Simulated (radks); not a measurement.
# Pd with its nuclear charge varied continuously

The task here is to estimate one member of a computed series from the others.

The numbers are computed with radks (a radial shooting solver on a logarithmic mesh, Libxc functionals) version 1 (scalar-relativistic Kohn-Sham, PBE, spin-polarised, spherical densities, finite nucleus), except any that are marked as measured or tabulated.

### What is computed

- element: palladium (Z = 46)
- charge: 0
- electrons: 46
- configuration: [Kr] 4d10
- nuclear rms radius: 4.5318 fm

The outer shells:

Pd
```
[Kr] core
4d [↑↓][↑↓][↑↓][↑↓][↑↓]
```

The first run:

Input:

```text
Z 46
configuration [Kr] 4d10
relativity scalar-relativistic
functional pbe,pbe
spin polarised
nucleus finite rms 4.5318 fm
c 137.035999084
```

Steps of the session up to this table: Z = 46.

One of the session's tables, all rows but one given; the rest of the session is left out.

It belongs to the step «Z = 46». Sizes of the orbitals, from the radial functions (bohr):

| level | <r> | outermost maximum (interpolated) | 90 % within | nodes |
| --- | --- | --- | --- | --- |
| 2s | 0.1383 | 0.117 | 0.214 | 1 |
| 2p | 0.1206 | 0.0934 | 0.196 | 0 |
| 3s | 0.3793 | 0.342 | 0.559 | 2 |
| 3p | ? | ? | ? | ? |
| 3d | 0.3576 | 0.282 | 0.567 | 0 |
| 4s | 0.9469 | 0.851 | 1.38 | 3 |
| 4p | 1.044 | 0.910 | 1.55 | 2 |
| 4d | 1.590 | 1.10 | 2.66 | 1 |

Estimate the missing values for 3p.

As computed: <r>: 0.3787; outermost maximum (interpolated): 0.335; 90 % within: 0.570; nodes: 1. In the column «<r>» it lies between 3d (0.3576) and 3s (0.3793).

Caveats from the session: At Z = 46 the central difference of E is -265.801 hartree, against -265.062 from the Hellmann-Feynman theorem; the scalar-relativistic energy here is not variational, so the two differ by a part that grows with Z.
